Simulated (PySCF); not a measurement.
# C4H10GeO: the cost of one run

Programs: PySCF 2.14.0, with routines of our own; each step states its level. All values are computed. Atoms count from 0.

## 1. The system as given

16 atoms, charge 0, multiplicity 1; geometry from: GFN2-xTB.

## 2. Optimising the geometry at PBE0/def2-SV(P)

What the job is given:

```
{"job": {"xc": "PBE0", "basis": "def2-SV(P)", "grid": 1, "kind": "geom"}, "charge": 0, "multiplicity": 1}
C     -1.085983     0.111369     1.692854
C     -0.255211     0.155992     0.661493
C      1.174918     0.586573     0.731410
Ge     2.065204     0.099738    -0.963934
O     -0.553801    -0.182481    -0.629401
C     -1.862526    -0.591289    -0.934524
H     -0.742362     0.401342     2.668301
H     -2.111451    -0.201598     1.621192
H      1.229728     1.667497     0.879173
H      1.668583     0.127338     1.588209
H      3.527213     0.433702    -0.848210
H      1.980265    -1.361764    -1.248496
H      1.546828     0.858961    -2.136981
H     -1.873128    -0.800148    -2.002603
H     -2.132275    -1.496738    -0.381903
H     -2.583600     0.200451    -0.707992
```

Launch:

```
$ OMP_NUM_THREADS=1 python excited_run.py task.json out
```

This one command runs all jobs of the session in turn.

**Question.** How long does this first job take on 1 thread of Arm Neoverse V1, shared host, and how much memory does it need?

About 76 s, with a peak of 0.55 GiB.
